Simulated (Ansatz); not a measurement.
# LaAlSi: lattice vibrations and screening, part 2 of 2

The task, for LaAlSi: relax to small forces and stress, compute the phonons at Γ and, if it has a gap, its response to an electric field and read the electric field gradients at the nuclei.

Ansatz 0.2.0; DFT LDA, scalar-relativistic, plane waves, PAW.

## 3. Zone-centre modes

input.yaml

```yaml
crystal:
  lattice:
    - [-2.1227327836, 2.1227327836, 7.258772445]
    - [2.1227327836, -2.1227327836, 7.258772445]
    - [2.1227327836, 2.1227327836, -7.258772445]
  atoms:
    - { symbol: La, position: [0.37488263, 0.87488263, 0.5] }
    - { symbol: La, position: [0.62488263, 0.62488263, 0.0] }
    - { symbol: Al, position: [0.2083775809, 0.2083775809, 0.0] }
    - { symbol: Al, position: [0.9583775809, 0.4583775809, 0.5] }
    - { symbol: Si, position: [0.7917387892, 0.2917387892, 0.5] }
    - { symbol: Si, position: [0.0417387892, 0.0417387892, 0.0] }
basis:
  ecutwfc: 420
kpoints:
  mp_grid: { grid: [12, 12, 12] }
hamiltonian:
  xc: lda
scf:
  occupations: { method: fermi_dirac, width: 0.15 }
output:
  eigenvalues: true
phonons:
  method: dfpt
  eigenvectors: true
```

Launch:

```
$ ansatz run input.yaml --threads 4 --pin off --max-ram 10240MiB --backend cpu --events-out ev --progress --plain --runs-dir out
```

Output, cut to the lines that bear on the results:

```text
Warning: RAYON_NUM_THREADS=4 ignored (pool sized by the plan → 4); use --threads N
band count auto-derived: 25 (N_el = 36.0; filled up to band 18; 24 by the electrons, moments and atoms)
zone centre: on kpoints.mp_grid the ground state, and the responses unless they are solved on pairs of k-points, stand on 280 of the mesh's 1728 k-points, reduced under 4 symmetry operations, with k and −k counted as one. Each operation leaves every solved displacement unchanged or reverses it
[...]
Pseudopotentials: kind: paw
Pseudopotential: La, paw, valence charge 11, recommended cutoff 420 eV (normal), La.paw.azcp
Pseudopotential: Al, paw, valence charge 3, recommended cutoff 420 eV (normal), Al.paw.azcp
Pseudopotential: Si, paw, valence charge 4, recommended cutoff 420 eV (normal), Si.paw.azcp
Functional definition: SPW92
[...]
Crystal: 6 atoms, lattice volume = 130.832 Å³
[...]
SCF iter   9: F=-14399.586244 eV  HF=-14399.586244 eV  |F-HF|=5.46e-12  |Δ(HF+E_count)|=  3.64e-12  Δρ=1.91e-8  dr2=4.40e-13  ethr=1.00e-12  ⟨swp⟩=6.0  Hψ=39096  notcnv=0
[...]
SCF converged after 9 iterations
Free energy (F): -14399.586244 eV
[...]
E sigma→0 (E₀):  -14399.522006 eV
Entropy (-TS):   -0.128475 eV (-21.413 meV/atom)
Fermi energy:    10.065244 eV
[...]
--- Band table (eV; the first three rows and the last of 280) ---
[...]
--- Phonons (Γ-DFPT): 9 representative perturbations + reference, on 280 of 1728 k-points (Σ response iterations 28) ---
  k mesh reduced under 4 symmetry operations, with k and −k counted as one. Each operation leaves every solved displacement unchanged or reverses it
  ASR residual: 4.208e-5 → 0.000e0 eV/Å²; symmetrization residual: 1.833e-6 eV/Å²
  ASR residual per site (eV/Å²): 4.21e-5 4.21e-5 3.36e-6 3.36e-6 1.86e-5 1.86e-5
  Γ frequencies (cm⁻¹): 0.00 0.00 0.00 112.91 112.91 120.07 145.32 145.32 170.36 170.36 193.54 203.42 203.42 299.06 381.80 411.53 411.53 429.28
  non-analytic LO–TO correction: not included (Born effective charges unavailable; polar crystals: no LO–TO splitting at Γ)
```

Run time: 20 min. Hardware: 4 threads of Intel Xeon at 2.50GHz (Skylake/Cascade Lake), shared host; peak memory 4.2 GiB.

Optical levels at the zone centre, without the three acoustic modes (i: imaginary):

```tsv
cm⁻¹	modes
113	2
120	1
145	2
170	2
194	1
203	2
299	1
382	1
412	2
429	1
```

Displacements in the lowest optical mode (113 cm⁻¹), eigenvector over the root of the mass, scaled so that the longest move is 1. It is one member of a degenerate level, so its direction within the level is arbitrary.

```tsv
atom	x	y	z
La1	0.00	-0.86	0.00
La2	0.00	0.78	0.00
Al3	0.00	0.40	0.00
Al4	0.00	-1.00	0.00
Si5	0.00	0.23	0.00
Si6	0.00	0.74	0.00
```

Displacements in the highest mode (429 cm⁻¹), eigenvector over the root of the mass, scaled so that the longest move is 1.

```tsv
atom	x	y	z
La1	0.00	0.00	0.01
La2	0.00	0.00	0.01
Al3	0.00	0.00	-1.00
Al4	0.00	0.00	-1.00
Si5	0.00	0.00	0.94
Si6	0.00	0.00	0.94
```

## 4. Electric field gradients at the nuclei

input.yaml: that of step 3 with these lines changed.

```diff
@@ -21,5 +21,11 @@
 output:
+  forces: true
+  stress: true
   eigenvalues: true
-phonons:
-  method: dfpt
-  eigenvectors: true
+  efg: {}
+checkpoint:
+  read: start.run
+  write: ck
+  compress: false
+  write_wavefunctions: false
+  write_every: 100000
```

Launch:

```
$ ansatz run input.yaml --threads 4 --pin off --max-ram 10240MiB --backend cpu --events-out ev --progress --plain --runs-dir out
```

Output:

```text
Warning: checkpoint.read: basis.fft_grid_basis: the saved state records [[1, -1, 0], [0, 1, 0], [1, 0, 1]]; without it this run's FFT boxes would lie on [[1, 0, 1], [0, 1, 1], [0, 0, 1]]; this run lays them on the saved basis, on which the saved density and orbitals are stored
Warning: RAYON_NUM_THREADS=4 ignored (pool sized by the plan → 4); use --threads N
band count auto-derived: 25 (N_el = 36.0; filled up to band 18; 24 by the electrons, moments and atoms)
La: output.efg is read without spin–orbit coupling, which moves field gradients at and beside such atoms by some per cent and up to a factor of two; PAW files take it under magnetization.noncollinear and magnetization.spin_orbit
[... 8 set-up lines as earlier in the session ...]
Crystal: 6 atoms, lattice volume = 130.832 Å³
Basis set: ecut = 420 eV, 2529 PW (Γ), FFT grids on a1−a2, a2, a1+a3
Bands: 25, of which v1, the nominal top of the filled ones, is band 18 counted from 1 (17 counted from 0)
[... 2 set-up lines as earlier in the session ...]
k-points: 163 of 1728 (time reversal used)
[... 10 set-up lines as earlier in the session ...]
Initial density: read from a saved state, or passed on in memory by an earlier SCF of this step, an earlier step, the calling program or the single point that the run made first
[... 2 set-up lines as earlier in the session ...]
iter 1 solved again at ethr=2.93e-7 eV; its pass at ethr=3.10e-3 eV (dr2=1.05e-4 eV) is discarded
SCF iter   1: F=—  HF=-14399.586251 eV  |F-HF|=—  |Δ(HF+E_count)|=         —  Δρ=2.32e-7  dr2=9.83e-11  ethr=2.93e-7  ⟨swp⟩=5.1  Hψ=34925  notcnv=0
eigensolver tolerance schedule: the retry pair's looser diagonalisation over-reported the residual by 1071219.62 of it (diagonalisation noise at an unbounded share of the residual, at the tolerance the schedule requests for it); recorded, not acted on — ethr = c·dr2/N_el stays at c = 1.0e-1
preconditioner: auto → Kerker (q_TF=auto, 2.200 Å⁻¹)  [metal: Δε(μ)=0.017 eV  Ē_g=9.877 eV  σ=0.150 eV  W_gap=0.03  n_scr=24 (ndim 8)  ℏωp=18.4 eV  f_vac=0.000  D(μ)=1.55/eV (n_scr^D=2)]
SCF iter   2: F=—  HF=-14399.586240 eV  |F-HF|=—  |Δ(HF+E_count)|=   1.13e-5  Δρ=8.11e-8  dr2=9.58e-12  ethr=1.00e-12  ⟨swp⟩=7.7  Hψ=19275  notcnv=0
SCF iter   3: F=-14399.586240 eV  HF=-14399.586240 eV  |F-HF|=5.46e-12  |Δ(HF+E_count)|=  7.28e-12  Δρ=5.51e-8  dr2=4.65e-12  ethr=1.00e-12  ⟨swp⟩=1.0  Hψ=9553  notcnv=0
SCF 1 converged in 3 iterations: F = -14399.586240 eV  dr2 = 4.65e-12
SCF converged after 3 iterations
Free energy (F): -14399.586240 eV
Harris-Foulkes:  -14399.586240 eV  (|F-HF|=5.46e-12)
Internal energy: -14399.457775 eV  (E = F + TS)
E sigma→0 (E₀):  -14399.522007 eV
Entropy (-TS):   -0.128466 eV (-21.411 meV/atom)
Fermi energy:    10.065245 eV
--- Per-component energies (eV) ---
  E_band       = -35.455658
  E_kinetic    = 516.272120
  E_local      = -699.061271  (includes V_loc(G=0)·N_el)
  E_nonlocal   = 273.676451
  E_hartree    = 236.456893
  E_xc         = -468.170538
  E_vxc        = -451.728357  (∫ρ·V_xc dr)
  E_paw        = -12346.585617  (= ΣΔE_a)
  E_vpaw       = -147.528365  (= ΣTr[D̂ρ^β])
  E_aug_tail   = 0.000003  (compensation charges beyond the density's cutoff)
  E_ewald      = -1912.971342
  E_core_change = 0.925527  (= ΣΔE_core)
  E_smearing   = -0.128466  (= −TS)
  E_closure    = -0.000000  (closes the sum)
  Σ components = -14399.586240   (vs F -14399.586240, Δ=0.00e0)
--- Forces (eV/Å), atoms counted from 1 ---
  atom   1  La     0.00000000    -0.00000000     0.00000832
  atom   2  La    -0.00000000     0.00000000     0.00000832
  atom   3  Al    -0.00000000     0.00000000     0.00001744
  atom   4  Al     0.00000000     0.00000000     0.00001744
  atom   5  Si     0.00000000    -0.00000000    -0.00002251
  atom   6  Si    -0.00000000    -0.00000000    -0.00002251
  max |Σ_I F_I| component: 6.49e-6 eV/Å
--- Stress (GPa, compression-positive) ---
        0.001110      -0.000000      -0.000000
       -0.000000       0.001110       0.000000
       -0.000000       0.000000      -0.000697
  P = ⅓ Tr σ = 0.0005 GPa (0.005 kbar)
--- PAW observables at the nuclei: V_zz in 10²¹ V/m², potentials from the cell's mean, atoms counted from 1 ---
  atom   1  La V_zz =    +1.151365   η = 0.4713   by run symmetry: allowed
            electrostatic potential = -9875.714752 V   contact ρ = none
  atom   2  La V_zz =    +1.151365   η = 0.4713   by run symmetry: allowed
            electrostatic potential = -9875.714752 V   contact ρ = none
  atom   3  Al V_zz =    +0.189661   η = 0.8103   by run symmetry: allowed
            electrostatic potential = -1233.599249 V   contact ρ = none
  atom   4  Al V_zz =    +0.189661   η = 0.8103   by run symmetry: allowed
            electrostatic potential = -1233.599249 V   contact ρ = none
  atom   5  Si V_zz =    -1.091254   η = 0.5654   by run symmetry: allowed
            electrostatic potential = -1364.102537 V   contact ρ = none
  atom   6  Si V_zz =    -1.091254   η = 0.5654   by run symmetry: allowed
            electrostatic potential = -1364.102537 V   contact ρ = none
--- Band table (eV; the first three rows and the last of 163) ---
  k-point 0: bands = ["-22.2815", "-22.2435", "-6.3400", "-5.9205", "-5.9205", "-5.9029", "-5.9029", "-5.7888", "0.2283", "2.2541", "3.9027", "7.8862", "7.8862", "8.0426", "8.5207", "8.7767", "8.7767", "9.5380", "10.3999", "10.7276", "11.1889", "11.6533", "11.6533", "11.7002", "11.7002"]
  k-point 1: bands = ["-22.2784", "-22.2419", "-6.3209", "-5.9504", "-5.9442", "-5.9382", "-5.9237", "-5.7847", "0.3744", "2.2747", "3.9879", "7.4049", "7.4196", "8.0832", "8.4438", "8.8120", "9.0982", "9.6842", "10.6064", "10.6802", "11.0120", "11.3152", "11.6974", "11.7315", "11.7673"]
  k-point 2: bands = ["-22.2699", "-22.2375", "-6.2693", "-6.0351", "-6.0099", "-6.0041", "-5.9775", "-5.7828", "0.7518", "2.3060", "4.1740", "6.6646", "6.8926", "7.6066", "8.2673", "8.8395", "9.8438", "9.8927", "10.3280", "10.3898", "10.6989", "11.3411", "11.7795", "11.9519", "12.0654"]
  k-point 162: bands = ["-22.2626", "-22.2626", "-6.0799", "-6.0799", "-5.9642", "-5.9642", "-5.8580", "-5.8580", "1.0008", "1.0008", "5.8198", "5.8198", "7.8752", "7.8752", "8.6059", "8.6059", "8.7334", "8.7334", "11.2066", "11.2066", "11.5068", "11.5068", "12.0553", "12.0553", "12.1018"]
```

Wall time 35 s (4 threads of Intel Xeon at 2.50GHz (Skylake/Cascade Lake), shared host); peak memory 0.76 GiB.

One row a distinct site:

```tsv
atom	V_zz (10²¹ V/m²)	η
La1	1.15	0.47
Al3	0.190	0.81
Si5	-1.09	0.57
```

## 5. What came out

What follows sums up all 2 parts.

| quantity | value |
| --- | --- |
| optical modes at Γ | 113 to 429 cm⁻¹ |
| largest V_zz, in size | 1.15 ×10²¹ V/m² at La |

All optical modes at Γ are real, so no distortion that keeps the cell lowers the energy to second order; that says nothing of other wave vectors. The largest field gradient is at La1 (1.15 ×10²¹ V/m²); where the nucleus has a quadrupole moment, the product sets the coupling seen in NMR or NQR. η reaches 0.81, at a site without such an axis as would force it to zero. Spin-orbit coupling is left out, which matters for gradients at heavy nuclei. Spin-orbit coupling is left out for La. In a metal such response values depend on mesh and smearing, which were not converged here.
